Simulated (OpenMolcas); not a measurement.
**MN15/def2-SVP (core potential) run of SnTe (SMILES [Sn][Te])**

Aim: the vertical ionisation energy of SnTe at MN15/def2-SVP (core potential), from 2 runs. 

The results are computed with OpenMolcas 26.06.

### Step 1. The structure to begin with

The species is SnTe (2 atoms), meant as a singlet with charge 0. As SMILES, `[Sn][Te]`. The shape is that of a PBE0-D4/def2-TZVP optimisation.

Bond lengths: Sn1–Te2 2.518 Å.

### Step 2. A single-point energy at MN15/def2-SVP (core potential)

The input, input.xyz:

```xyz
2

Sn     0.000000     0.000000     0.009440
Te     0.000000     0.000000     2.527330
```

The input, job.inp:

```
* SnTe Kohn-Sham DFT
>>> EXPORT MOLCAS_PRINT=2

&GATEWAY
 BasLib = $CurrDir
 Coord = input.xyz
 Basis = def2-SVP
 Group = NoSym

&SEWARD

&SCF
 KSDFT = 2
 1.0 HYB_MGGA_X_MN15
 1.0 MGGA_C_MN15
 PrOrbitals = 1 1
```

The basis set def2-SVP is read from a file made from the Basis Set Exchange's data (not shown).

The run is started by

```bash
$ export MOLCAS_MEM=1860
$ pymolcas job.inp > job.log
```

The program printed:

```text
--- Start Module: gateway ---
[...]
--- Stop Module: gateway /rc=_RC_ALL_IS_WELL_ ---
--- Start Module: seward ---
[...]
      Basis functions           52
--- Stop Module: seward /rc=_RC_ALL_IS_WELL_ ---
--- Start Module: scf ---
[...]
       Convergence after  13 Iterations
[...]
::    Total KS-DFT energy                            -481.2706317870
[...]
      Total spin, S                                     0.0000000000
[...]
      Total electronic charge=   46.000000
      Total            charge=   -0.000000
[...]
      Dipole Moment (debye):
      Origin of the operator (angstrom)=    0.0000    0.0000    1.3188
                   X=  3.4186E-17               Y= -1.7632E-15               Z= -2.1572E+00           Total=  2.1572E+00
      Quadrupole Moment (debye*angstrom):
[...]
--- Stop Module: scf /rc=_RC_ALL_IS_WELL_ ---
[...]
```

It took 3 s on 1 thread of Arm Neoverse V2, shared host; peak memory 0.38 GiB.

### Step 3. The doublet cation at the same level

input.xyz is that of step 2.

The input, job.input:

```
&GATEWAY
BASLIB=$CurrDir
COORD=input.xyz
BASIS=def2-SVP
GROUP=NoSym
&SEWARD
&SCF
UHF
CHARGE=1
SPIN=2
KSDFT=2
1.0 HYB_MGGA_X_MN15
1.0 MGGA_C_MN15
PRORBITALS=1 1
```

The basis set def2-SVP is read from a file made from the Basis Set Exchange's data (not shown).

The run is started by

```bash
$ export MOLCAS_MEM=1860
$ pymolcas job.input > job.log
```

The program printed:

```text
--- Start Module: gateway ---
[...]
--- Stop Module: gateway /rc=_RC_ALL_IS_WELL_ ---
--- Start Module: seward ---
[...]
      Basis functions           52
--- Stop Module: seward /rc=_RC_ALL_IS_WELL_ ---
--- Start Module: scf ---
[...]
       Convergence after  24 Iterations
[...]
::    Total KS-DFT energy                            -480.9561045343
[...]
      Total spin, S                                     0.5033855602
[...]
      Total electronic charge=   45.000000
      Total            charge=    1.000000
[...]
      Dipole Moment (debye):
      Origin of the operator (angstrom)=    0.0000    0.0000    1.3188
                   X= -1.4789E-15               Y= -1.9377E-15               Z= -2.2829E+00           Total=  2.2829E+00
      Center of Charge (angstrom)
[...]
--- Stop Module: scf /rc=_RC_ALL_IS_WELL_ ---
[...]
```

Run time: 5.7 s. Hardware: 1 thread of Arm Neoverse V2, shared host; peak memory 0.38 GiB.

### Step 4. Summary of results

Level: MN15/def2-SVP (core potential).

```
                                          quantity          value
                        singlet SnTe: total energy  -481.27063 Eh
                       singlet SnTe: dipole moment         2.16 D
                         singlet SnTe: HOMO energy       -7.11 eV
                         singlet SnTe: LUMO energy       -2.20 eV
                       singlet SnTe: HOMO–LUMO gap        4.91 eV
                      doublet cation: total energy  -480.95610 Eh
doublet cation: HOMO energy (highest over α and β)      -12.93 eV
 doublet cation: LUMO energy (lowest over α and β)       -9.96 eV
                              doublet cation: ⟨S²⟩          0.757
vertical ionisation energy (to the doublet cation)       8.559 eV
```

What this shows: This program's gradients are faulty for this kind of reference, so any forces in the log (doublet cation) can't be trusted; the energy can. The vertical ionisation energy comes to 8.56 eV (197 kcal/mol). −ε(HOMO) before ionisation, 7.11 eV, is 1.45 eV below this ionisation energy.
